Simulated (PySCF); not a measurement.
**SiBr⁺: changing the method**

Starting from one script, swap the method and compare what comes out for SiBr⁺.

Program: PySCF 2.14.0. Level of theory: method and basis as typed in the scripts. These are calculated values, not measurements.

## Step 1: Starting geometry

SiBr⁺: 2 atoms, charge 1, spin multiplicity 1.

Bond lengths: Si1–Br2 2.330 Å.

## Step 2: Base script

input.py

```python
from pyscf import gto, dft, tdscf

mol = gto.M(
    atom='Si 0 0 0; Br 0 0 2.33',
    basis='pcseg-1',
    charge=1,
    spin=0,
    verbose=3,
)
mf = dft.UKS(mol, xc='revtpss')
mf.kernel()
td = tdscf.TDA(mf)
td.nstates = 6
td.kernel()
td.analyze()
mf.dip_moment()
print('orbital energies (hartree):', [e[max(0, n-3):n+3].round(4) for e, n in zip(mf.mo_energy, mol.nelec)])
```

Started as:

```sh
$ OMP_NUM_THREADS=1 python input.py
```

## Step 3: Mn15

Run 1 changes functional: revtpss → mn15.

input.py: that of step 2 with these lines changed.

```diff
@@ -9,3 +9,3 @@
 )
-mf = dft.UKS(mol, xc='revtpss')
+mf = dft.UKS(mol, xc='mn15')
 mf.kernel()
```

## Step 4: MP2 (UHF)

Run 2 changes step after the SCF: tda → mp2; SCF type: UKS → UHF; functional: revtpss → none (Hartree–Fock); frozen orbitals: none → 14.

input.py

```python
from pyscf import gto, scf, mp

mol = gto.M(
    atom='Si 0 0 0; Br 0 0 2.33',
    basis='pcseg-1',
    charge=1,
    spin=0,
    verbose=3,
)
mf = scf.UHF(mol)
mf.kernel()
mp.MP2(mf, frozen=14).kernel()
mf.dip_moment()
print('orbital energies (hartree):', [e[max(0, n-3):n+3].round(4) for e, n in zip(mf.mo_energy, mol.nelec)])
```

## Step 5: M06l

Run 3 changes functional: revtpss → m06l.

input.py: that of step 2 with these lines changed.

```diff
@@ -9,3 +9,3 @@
 )
-mf = dft.UKS(mol, xc='revtpss')
+mf = dft.UKS(mol, xc='m06l')
 mf.kernel()
```

Before running it: what results should come out? Wanted: for each run, E(SCF); from base; gap; after the SCF.

**Answer**, as computed:

```
      run  E(SCF) (hartree)  from base (eV)  gap (eV)              after the SCF
     base      -2862.229303               0      3.55   first excitation 2.96 eV
     mn15      -2863.327739  not comparable      6.35   first excitation 3.13 eV
MP2 (UHF)      -2860.702504  not comparable     10.91  MP2 correlation -4.876 eV
     m06l      -2862.902314  not comparable      3.76   first excitation 3.09 eV
```

**Reading.** The gap between the frontier levels is 3.6 eV with revtpss (0 % exact exchange) and 6.3 eV with mn15 (44 %): exact exchange opens it. A lower total energy from another functional means nothing by itself.
